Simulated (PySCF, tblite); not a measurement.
**C₅H₇O₄ radical: geometry, infrared bands and EPR parameters**

Aim: predict the infrared bands and EPR parameters of C₅H₇O₄ radical (`[CH2][C@](C=O)(OC)OC=O`).

The runs use tblite 0.8.0 and PySCF 2.14.0, with density-fitted response routines of our own; the level of theory stands in each step. All values are computed, except where a source is named. Atoms are numbered from 0 throughout.

## 1. The molecule as given

16 atoms, charge 0, multiplicity 2; geometry from: force field or distance geometry start.

Bonds of the start (Å): C0–C1 1.48, C1–C2 1.55, C2–O3 1.23, C1–O4 1.41, O4–C5 1.42, C1–O6 1.43, O6–C7 1.36, C7–O8 1.22, C0–H9 1.09, C0–H10 1.09, C2–H11 1.10, C5–H12 1.10, C5–H13 1.09, C5–H14 1.09, C7–H15 1.11.

## 2. Geometry optimisation with GFN2-xTB

Job settings and geometry (Å):

```
{"job": {"kind": "relax", "xc": "GFN2-xTB", "basis": "xTB"}, "charge": 0, "multiplicity": 2}
C     -1.396400     1.069500     0.326700
C     -0.065100     0.466400     0.066500
C      0.918200     1.665900     0.014000
O      1.284200     2.326700     0.978900
O     -0.095100    -0.182700    -1.188700
C     -0.822900    -1.404100    -1.232200
O      0.213500    -0.392500     1.177300
C      1.477900    -0.884600     1.231500
O      2.357600    -0.738600     0.399200
H     -1.682400     1.359600     1.340500
H     -1.996800     1.444900    -0.502300
H      1.231000     1.945800    -1.004700
H     -0.340300    -2.160600    -0.597100
H     -1.852500    -1.264900    -0.919500
H     -0.822600    -1.757300    -2.259500
H      1.584000    -1.484500     2.158000
```

Run with:

```sh
OMP_NUM_THREADS=1 python probes_run.py task.json out
```

The driver reads the jobs from task.json and runs them one after another.

**Question.** This job is followed by: GFN2-xTB harmonic vibrations, gas phase; UKS B3LYP, pcH-1 on C H O, non-relativistic, mean-field spin-orbit, GIAO. What will the session give for the following? strongest single infrared mode (GFN2-xTB); zero-point energy (GFN2-xTB); g(iso) (B3LYP); ⟨S²⟩; largest a(iso); surface potential, 1st and 99th percentile.

The runs gave:

```
                                 quantity                  value
strongest single infrared mode (GFN2-xTB)  1780 cm⁻¹, 502 km/mol
             zero-point energy (GFN2-xTB)          71.5 kcal/mol
                           g(iso) (B3LYP)                2.00373
                                     ⟨S²⟩     0.757 (exact 0.75)
                           largest a(iso)   13C on C1, 148.0 MHz
    surface potential, 1st and 99th percentile     -1.79 V and 1.28 V
```

What this shows: The optimisation took 191 steps and gained 0.985 eV; among the close pairs (by a distance rule), C0–C2 changed most, from 2.411 to 1.521 Å. All 42 modes are real, so the xTB geometry is a minimum. The strongest single mode, at 1780 cm⁻¹, moves mainly C7 and O8. Unscaled tight-binding wavenumbers are off by several per cent, some by more. Its intensities can rank the bands wrongly. The structure rearranged or came apart on optimisation; the results belong to the end geometry, not to the formula as drawn. Most of the unpaired spin sits on C1 (0.71 e). The isotropic g lies 1.4 ppt above the free-electron value.
